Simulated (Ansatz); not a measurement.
Write the native input for Ansatz 0.2.0 that does the following.

```
Task                : band structure
Functional          : LDA
Potentials or basis : all-electron LAPW, scalar-relativistic
Cutoff              : 261 eV (chosen from the basis error)
Basis error allowed : 0.002 eV/atom
k mesh              : 9 × 9 × 1
Occupations         : fermi-dirac, width 0.05 eV
Spin                : no spin polarisation
```

Slab: Mo2WSe4S2, a slab with vacuum.

```
W Mo Se S
1.0
     3.27429    0.00000    0.00000
    -1.63714    2.83561    0.00000
     0.00000    0.00000   30.21926
W Mo Se S
1 2 4 2
Direct
  0.00000 0.00000 0.42168
  0.33333 0.66667 0.65300
  0.00000 0.00000 0.88436
  0.00000 0.00000 0.70898
  0.33333 0.66667 0.82838
  0.33333 0.66667 0.94034
  0.00000 0.00000 0.59705
  0.33333 0.66667 0.37058
  0.33333 0.66667 0.47279
```

One way to write it, as run:

input.yaml

```yaml
crystal:
  lattice:
    - [3.2742852593, 0.0, 0.0]
    - [-1.6371426297, 2.8356142138, 0.0]
    - [0.0, 0.0, 30.219257]
  atoms:
    - { symbol: W, position: [0.0, 0.0, 0.421678] }
    - { symbol: Mo, position: [0.3333333333, 0.6666666667, 0.652999] }
    - { symbol: Mo, position: [0.0, 0.0, 0.884365] }
    - { symbol: Se, position: [0.0, 0.0, 0.708975] }
    - { symbol: Se, position: [0.3333333333, 0.6666666667, 0.828382] }
    - { symbol: Se, position: [0.3333333333, 0.6666666667, 0.940344] }
    - { symbol: Se, position: [0.0, 0.0, 0.597052] }
    - { symbol: S, position: [0.3333333333, 0.6666666667, 0.370577] }
    - { symbol: S, position: [0.3333333333, 0.6666666667, 0.472787] }
kpoints:
  mp_grid: { grid: [9, 9, 1] }
  band_path:
    path:
      - [0.0, 0.0, 0.0]
      - [0.5, 0.0, 0.0]
      - [0.3333333333, 0.3333333333, 0.0]
      - [0.0, 0.0, 0.0]
      - [0.0, 0.0, 0.5]
      - [0.5, 0.0, 0.5]
      - [0.3333333333, 0.3333333333, 0.5]
      - [0.0, 0.0, 0.5]
    npoints: 6
scf:
  occupations: { method: fermi_dirac, width: 0.05 }
hamiltonian:
  xc: lda
  pseudopotentials: { kind: all_electron, lapw: { basis_error: 0.002 } }
output:
  forces: true
  stress: true
  eigenvalues: true
```

Potentials or basis: all-electron LAPW, scalar-relativistic.

Launch:

```bash
$ ansatz run input.yaml --threads 8 --pin off --max-ram 24576MiB --backend cpu --events-out ev --progress --plain --runs-dir out
```

Results of the run:

```
Largest force           : 0.759 eV/Å
Band gap on the k mesh  : 0.89 eV, direct
Band gap along the path : 0.89 eV, direct
```

Caveat: spin-orbit coupling is left out, which moves the levels of the heavy elements.

Run time: 46 s on 8 threads of Intel(R) Xeon(R) Platinum 8375C CPU @ 2.90GHz (Ice Lake), on a shared host, peak memory 2.3 GiB.
